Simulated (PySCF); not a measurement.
**Pb(NH2)4: other functionals and bases at one geometry**

The task here is to estimate one member of a computed series from the others.

Method: several levels, as the steps say, no spin–orbit coupling; program: PySCF 2.14.0.

2 further runs of the same task are left out: 1 for a known fault of the program, 1 that didn't finish.

**The starting structure**

13 atoms, charge 0, spin multiplicity 1.

Bond lengths: Pb1–N2 2.191 Å, Pb1–N5 2.177 Å, Pb1–N8 2.191 Å, Pb1–N11 2.174 Å, N2–H3 1.026 Å, N2–H4 1.026 Å, N5–H6 1.025 Å, N5–H7 1.025 Å, N8–H9 1.025 Å, N8–H10 1.025 Å, N11–H12 1.025 Å, N11–H13 1.025 Å. Angles: N2–Pb1–N5 107.2°, N2–Pb1–N8 119.7°, N2–Pb1–N11 104.7°, N5–Pb1–N8 108.0°, N5–Pb1–N11 112.5°, N8–Pb1–N11 104.9°, Pb1–N2–H3 106.2°, Pb1–N2–H4 107.4°, H3–N2–H4 104.8°, Pb1–N5–H6 107.3°, Pb1–N5–H7 107.6°, H6–N5–H7 106.1°, Pb1–N8–H9 107.5°, Pb1–N8–H10 106.3°, H9–N8–H10 105.0°, Pb1–N11–H12 106.6°, Pb1–N11–H13 106.3°, H12–N11–H13 104.5°.

Geometry (Å):

```
Pb    0.0713    0.0811   -0.0587
N    -0.1295   -1.3391    1.5981
H    -0.4123   -0.7879    2.4160
H     0.8105   -1.6808    1.8249
N    -0.1718   -1.0468   -1.9050
H    -0.1446   -2.0416   -1.6607
H     0.6549   -0.8737   -2.4853
N     1.8912    1.2876   -0.2387
H     2.6810    0.7004    0.0487
H     1.8267    2.0156    0.4804
N    -1.5252    1.5235    0.2521
H    -1.5657    2.1025   -0.5932
H    -2.4011    0.9906    0.2398
```

Formal oxidation states: Pb +4. An earlier session relaxed this geometry at B3LYP, Pb def2-SVP with ECP60, N def2-SVP, H def2-SVP (singlet, point group C1).

At B3LYP on the finer grid: E = -416.521482 Eh, HOMO -6.47 eV, LUMO -1.78 eV, Mulliken charge on Pb1 +0.67 e, largest force component 0.014 eV/Å. 

Levels to run: TPSSh; BLYP; M06-L; PBE; B3LYP, x2c-SVP. Hardware: 2 threads of Intel Xeon Platinum 8375C at 2.90GHz (Ice Lake), shared host.

The first run:

Contents of run.py (the lines that set the calculation):

```python
mol = gto.M(atom='''
Pb     0.07135     0.08108    -0.05869
N     -0.12948    -1.33907     1.59813
H     -0.41228    -0.78787     2.41600
H      0.81046    -1.68079     1.82489
N     -0.17179    -1.04679    -1.90498
H     -0.14464    -2.04159    -1.66072
H      0.65493    -0.87370    -2.48527
N      1.89115     1.28756    -0.23874
H      2.68101     0.70040     0.04867
H      1.82673     2.01558     0.48037
N     -1.52523     1.52350     0.25207
H     -1.56572     2.10250    -0.59322
H     -2.40113     0.99055     0.23982''',
    basis={'Pb': 'def2-SVP', 'N': 'def2-SVP', 'H': 'def2-SVP'},
    ecp={'Pb': 'def2-SVP'},
    charge=0, spin=0)
mf = dft.RKS(mol, xc='TPSSH')
mf.grids.atom_grid = (75, 302)
mf = mf.density_fit()  # fitting sets: Pb def2-universal-JKFIT, N def2-universal-JKFIT, H def2-universal-JKFIT
mf.conv_tol = 1e-08; mf.max_cycle = 55
mf.kernel(dm0)  # dm0: the density of the relaxed state
```

Launch:

```
$ OMP_NUM_THREADS=2 python run.py
```

Among the steps run: TPSSh; BLYP; M06-L; PBE; B3LYP, x2c-SVP.

One table of the session follows, with a row left open; its other results are not shown here.

| level | HOMO (eV) | gap (eV) | charge on Pb1 (e) | dipole (D) | largest force component (eV/Å) |
| --- | --- | --- | --- | --- | --- |
| B3LYP (relaxed here) | -6.47 | 4.69 | 0.67 | 2.07 | 0.01 |
| TPSSh | -5.98 | 4.04 | 0.70 | 2.03 | 0.16 |
| BLYP | -5.14 | 2.89 | 0.54 | 1.91 | 0.49 |
| M06-L | -5.60 | 3.45 | 0.94 | 2.09 | 0.11 |
| PBE | ? | ? | ? | ? | ? |
| B3LYP, x2c-SVP | -6.46 | 4.62 | 0.76 | 2.05 | 0.16 |

**Question.** Estimate the row for PBE.

The run gave: HOMO (eV): -5.32; gap (eV): 2.97; charge on Pb1 (e): 0.57; dipole (D): 1.95; largest force component (eV/Å): 0.46. In the column «HOMO (eV)» it lies between M06-L (-5.60) and BLYP (-5.14).

In one basis the HOMO–LUMO gap runs from 2.89 eV (BLYP) to 4.69 eV (B3LYP). The largest leftover force, 0.49 eV/Å with BLYP, stands at a geometry relaxed at another level. Total energies of different levels can't be compared.
